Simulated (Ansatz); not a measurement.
# Ti (hcp type): the cost of one run

Method: DFT, PBE, PAW with Ansatz's default frozen-core files, scalar-relativistic, in Ansatz 0.2.0.

1 further run of the same task is left out (for a known fault of the program).

## Step 1: Starting point

Symmetry: P6_3/mmc, No. 194, hexagonal system. The conventional cell has a = 2.916 Å, b = 2.916 Å, c = 4.724 Å, α = 90.00°, β = 90.00°, γ = 120.00°. Ti (site symmetry -6m2) has 12 Ti at 2.90 to 2.92 Å as nearest neighbours.

Coordinates:

```cif
data_structure
_symmetry_space_group_name_H-M 'P6_3/mmc'
_symmetry_Int_Tables_number 194
_cell_length_a 2.9162
_cell_length_b 2.9162
_cell_length_c 4.7243
_cell_angle_alpha 90.000
_cell_angle_beta 90.000
_cell_angle_gamma 120.000
_cell_volume 34.79
loop_
_atom_site_label
_atom_site_type_symbol
_atom_site_symmetry_multiplicity
_atom_site_Wyckoff_symbol
_atom_site_fract_x
_atom_site_fract_y
_atom_site_fract_z
_atom_site_occupancy
Ti1 Ti 2 c 0.33333 0.66667 0.25000 1
```

The file gives the conventional cell by its symmetry; the runs use the cell typed in the input.

Atoms are numbered in the order of the input: Ti1, Ti2.

## Step 2: Bulk cell relaxed, PAW

input.yaml reads:

```yaml
crystal:
  lattice:
    - [2.9162152113, 0.0, 0.0]
    - [-1.4581076057, 2.5255164559, 0.0]
    - [0.0, 0.0, 4.7242686424]
  atoms:
    - { symbol: Ti, position: [0.3333333333, 0.6666666667, 0.25] }
    - { symbol: Ti, position: [0.6666666667, 0.3333333333, 0.75] }
kpoints:
  mp_grid: { grid: [17, 17, 9] }
scf:
  occupations: { method: fermi_dirac, width: 0.1 }
hamiltonian:
  xc: pbe
  pseudopotentials: { kind: paw }
output:
  forces: true
  stress: true
  write_density: true
  write_potential: true
  elf: true
  volumetric_format: npy
relax:
  f_tol: 0.005
  max_steps: 40
  cell: {}
```

On the command line:

```sh
$ ansatz run input.yaml --threads 1 --pin off --max-ram 3584MiB --backend cpu --events-out ev --progress --plain --runs-dir out
```

What time and memory should one allow on 1 thread of Intel Xeon 6975P-C (Granite Rapids), shared host?

About 13 s, with a peak of 0.44 GiB.
